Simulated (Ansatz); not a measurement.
**[GeH3]− (SMILES [GeH3-]) at 6 levels**

Aim: a comparison of 6 runs (B3LYP/STO-3G, BLYP/STO-3G, SVWN5/STO-3G, UB3LYP/STO-3G, UPBE/STO-3G, CCSD(T)/STO-3G) of [GeH3]−. 

The calculation is run with Ansatz 0.2.0.

3 further runs of the same task are left out: 2 that didn't finish, 1 set aside as unsound or not needed.

### 1 The system as given

[GeH3]− has 4 atoms, charge -1, and is taken as a singlet. SMILES: `[GeH3-]`. The H4–Ge1 distance was set to 3.515 Å, away from the relaxed value. At this shape a bond of the SMILES string is far longer than usual.

Bond lengths: Ge1–H2 1.750 Å, Ge1–H3 1.752 Å. Angles: H2–Ge1–H3 89.2°.

### 2 A single-point energy at B3LYP/STO-3G (run 1)

in.yaml reads:

```yaml
crystal:
  periodic: [false, false, false]
  atoms:
    - {symbol: Ge, position_ang: [1.400923, -1.761153, -0.434712]}
    - {symbol: H, position_ang: [1.867043, -1.331903, 1.196598]}
    - {symbol: H, position_ang: [-0.008857, -2.576783, 0.209608]}
    - {symbol: H, position_ang: [-0.463100, 1.211260, -0.649430]}
basis:
  gaussian: {orbitals: STO-3G}
total_charge: -1
hamiltonian: {xc: {name: B3LYP}}
accuracy: high
```

Command:

```bash
$ ansatz run in.yaml --threads 1 --pin off --max-ram 2610MiB --events-out events.jsonl --progress --plain --runs-dir runs
```

Log:

```text
Warning: RAYON_NUM_THREADS=1 ignored (pool sized by the plan → 1); use --threads N
Functional definition: B3LYP
  name "B3LYP"
  parameter a0 = 0.2
  parameter ax = 0.72
  parameter ac = 0.81
  exchange = (1 - a0 - ax)*slater_x + ax*b88_x + a0*exact_x
  correlation = (1 - ac)*vwn_rpa_c + ac*lyp_c
251 factors; integrals over basis functions are off by at most 1.2e-8 eV
mean field evaluation 1: about -55836.4447 eV, gradient 1.1e2 eV
mean field evaluation 2: about -55862.8555 eV, gradient 5.8e1 eV
mean field evaluation 4: about -55900.5690 eV, gradient 2.4e1 eV
mean field evaluation 8: about -55895.7575 eV, gradient 3.2e1 eV
mean field evaluation 16: about -55904.0849 eV, gradient 1.4e-4 eV
mean field evaluation 32: about -55892.0474 eV, gradient 5.7e1 eV
mean field -55904.08490242 eV, -2054.4372270142 hartree, gradient 4.5e-8 eV, S^2 0.000000; 6 other end points of the search recorded, 0 dependent functions left out
reference -55904.08493166 eV, -2054.4372280886 hartree; 18, 18 occupied and 3, 3 virtual orbitals, 251 factors
Total energy: -55904.08493166 eV, -2054.4372280886 hartree
```

Wall time 0.66 s (1 thread of Intel Xeon Platinum 8559C (Emerald Rapids), shared host).

### 3 A single-point energy at BLYP/STO-3G (run 2)

run.yaml reads:

```yaml
crystal:
  periodic: [false, false, false]
  atoms:
    - {symbol: Ge, position_ang: [1.400923, -1.761153, -0.434712]}
    - {symbol: H, position_ang: [1.867043, -1.331903, 1.196598]}
    - {symbol: H, position_ang: [-0.008857, -2.576783, 0.209608]}
    - {symbol: H, position_ang: [-0.463100, 1.211260, -0.649430]}
basis:
  gaussian: {orbitals: STO-3G}
total_charge: -1
hamiltonian: {xc: {name: BLYP}}
accuracy: high
```

Command:

```bash
$ ansatz run run.yaml --threads 1 --pin off --max-ram 2610MiB --events-out events.jsonl --progress --plain --runs-dir runs
```

Log:

```text
Warning: RAYON_NUM_THREADS=1 ignored (pool sized by the plan → 1); use --threads N
Functional definition: BLYP
  name "BLYP"
  parameter beta = 0.0042
  parameter a = 0.04918
  parameter b = 0.132
  parameter c = 0.2533
  parameter d = 0.349
  exchange = b88_x(beta = beta)
  correlation = lyp_c(a = a, b = b, c = c, d = d)
251 factors; integrals over basis functions are off by at most 1.2e-8 eV
mean field evaluation 1: about -55558.4366 eV, gradient 2.6e2 eV
mean field evaluation 2: about -55832.8243 eV, gradient 5.1e1 eV
mean field evaluation 4: about -55855.6767 eV, gradient 6.1e1 eV
mean field evaluation 8: about -55895.9462 eV, gradient 3.1e1 eV
mean field evaluation 16: about -55901.9509 eV, gradient 3.5e-1 eV
mean field evaluation 32: about -55854.5834 eV, gradient 5.3e1 eV
mean field -55901.94995447 eV, -2054.3587691243 hartree, gradient 1.2e-8 eV, S^2 0.000000; 6 other end points of the search recorded, 0 dependent functions left out
reference -55901.94999427 eV, -2054.3587705869 hartree; 18, 18 occupied and 3, 3 virtual orbitals, 251 factors
Total energy: -55901.94999427 eV, -2054.3587705869 hartree
```

It took 0.88 s on 1 thread of Intel Xeon Platinum 8559C (Emerald Rapids), shared host.

Run 3 isn't shown in full; the table further down has it.

### 4 The energy at UB3LYP/STO-3G (run 4)

Edit in.yaml of step 2 so:

```diff
@@ -1 +1,4 @@
+basis:
+  gaussian:
+    orbitals: STO-3G
 crystal:
@@ -7,6 +10,7 @@
     - {symbol: H, position_ang: [-0.463100, 1.211260, -0.649430]}
-basis:
-  gaussian: {orbitals: STO-3G}
+accuracy: high
+hamiltonian:
+  xc: {name: B3LYP}
+magnetization:
+  spin_polarized: true
 total_charge: -1
-hamiltonian: {xc: {name: B3LYP}}
-accuracy: high
```

Command:

```bash
$ ansatz run in.yaml --threads 1 --pin off --max-ram 2610MiB --events-out events.jsonl --progress --plain --runs-dir runs
```

Log, cut to the lines that bear on the results:

```text
Warning: RAYON_NUM_THREADS=1 ignored (pool sized by the plan → 1); use --threads N
[... 7 set-up lines as earlier in the session ...]
251 factors; integrals over basis functions are off by at most 1.2e-8 eV
mean field evaluation 1: about -55836.4447 eV, gradient 7.8e1 eV
mean field evaluation 2: about -55862.8555 eV, gradient 4.1e1 eV
mean field evaluation 4: about -55900.5690 eV, gradient 1.7e1 eV
mean field evaluation 8: about -55895.7575 eV, gradient 2.2e1 eV
mean field evaluation 16: about -55904.0849 eV, gradient 4.7e-3 eV
mean field evaluation 32: about -55904.7268 eV, gradient 3.2e-8 eV
mean field evaluation 64: about -55903.1566 eV, gradient 6.8e0 eV
mean field -55904.72678466 eV, -2054.4608157514 hartree, gradient 3.2e-8 eV, S^2 0.687960; 8 other end points of the search recorded, 0 dependent functions left out
reference -55904.72681359 eV, -2054.4608168145 hartree; 18, 18 occupied and 3, 3 virtual orbitals, 251 factors
Total energy: -55904.72681359 eV, -2054.4608168145 hartree
```

It took 1.7 s on 1 thread of Intel Xeon Platinum 8559C (Emerald Rapids), shared host; peak memory 0.12 GiB.

Run 5 isn't shown in full; the table further down has it.

### 5 A single-point energy at CCSD(T)/STO-3G (run 6)

job.yaml reads:

```yaml
crystal:
  periodic: [false, false, false]
  atoms:
    - {symbol: Ge, position_ang: [1.400923, -1.761153, -0.434712]}
    - {symbol: H, position_ang: [1.867043, -1.331903, 1.196598]}
    - {symbol: H, position_ang: [-0.008857, -2.576783, 0.209608]}
    - {symbol: H, position_ang: [-0.463100, 1.211260, -0.649430]}
basis:
  gaussian: {orbitals: STO-3G}
total_charge: -1
correlation: {method: ccsd_t, frozen_orbitals: {Ge: 9, H: 0}}
accuracy: high
scf: {omitted_lower_state_checks: [cluster_reference, increment]}
```

Command:

```bash
$ ansatz run job.yaml --threads 1 --pin off --max-ram 2610MiB --events-out events.jsonl --progress --plain --runs-dir runs
```

Log, cut to the lines that bear on the results:

```text
Warning: RAYON_NUM_THREADS=1 ignored (pool sized by the plan → 1); use --threads N
Functional definition: HF
  name "HF"
[...]
251 factors; integrals over basis functions are off by at most 1.2e-8 eV
[...]
mean field -55865.09238943 eV, -2053.0042785918 hartree, gradient 6.3e-8 eV, S^2 0.000000; 0 other end points of the search recorded, 0 dependent functions left out; unrestricted orbitals would lower it
9 core orbitals not correlated: weight in the atoms' cores, before any rotation towards them, 1.000 or more for the frozen orbitals, at most 0.000 for the correlated occupied ones
reference -55865.09238943 eV, -2053.0042785918 hartree; 9, 9 occupied and 3, 3 virtual orbitals, 251 factors
second order -2.18975019 eV of doubles, -0.00000000 eV of singles
cycle   1  -2.00377372 eV  change   -5.7e-1 eV  update   1.6e-1
[...]
cycle  32  -3.91138488 eV  change  -3.2e-10 eV  update  5.7e-10
perturbative correction -0.25590627 eV, -0.0094043820 hartree
WARN: these amplitudes may be one of several solutions (largest doubles amplitude 0.98, level shift 5.08 eV)
Total energy: -55869.25968057 eV, -2053.1574237167 hartree
Checks for a lower state left out: cluster_reference, increment
```

Wall time 0.14 s (1 thread of Intel Xeon Platinum 8559C (Emerald Rapids), shared host).

### 6 Overview of the runs

```tsv
run	level	frozen core orbitals	energy (Eh)	wall time
1	B3LYP/STO-3G	–	-2054.437228	0.66 s
2	BLYP/STO-3G	–	-2054.358771	0.88 s
3	SVWN5/STO-3G	–	-2051.029263	0.68 s
4	UB3LYP/STO-3G	–	-2054.460817	1.7 s
5	UPBE/STO-3G	–	-2054.081589	2.6 s
6	CCSD(T)/STO-3G	9	-2053.157424	0.14 s
```

### 7 What came out

```
                                          quantity           value
                               run 6: total energy  -2053.15742 Eh
run 6: correlation energy (9 core orbitals frozen)      -153.1 mEh
                             run 6: (T) correction       -9.40 mEh
                              run 6: T1 diagnostic           0.129
```

**Reading.** Totals of different functionals can't be ranked against each other. In run 6 the T1 diagnostic is large, so a single reference may not serve. In run 6 the log says that unrestricted orbitals would lower the reference, so the values rest on an unstable closed-shell determinant (other closed-shell runs at this shape may share the fault). In runs 1, 2, 3, 4, 5, 6 the basis is minimal, so the values are rough. Spin contamination of the reference: run 5 ⟨S²⟩ = 0.80, run 4 ⟨S²⟩ = 0.69. Where it is this large, the reference is a mixture of spin states, and values that rest on it are in doubt. All runs together took 6.7 s, the longest 2.6 s.
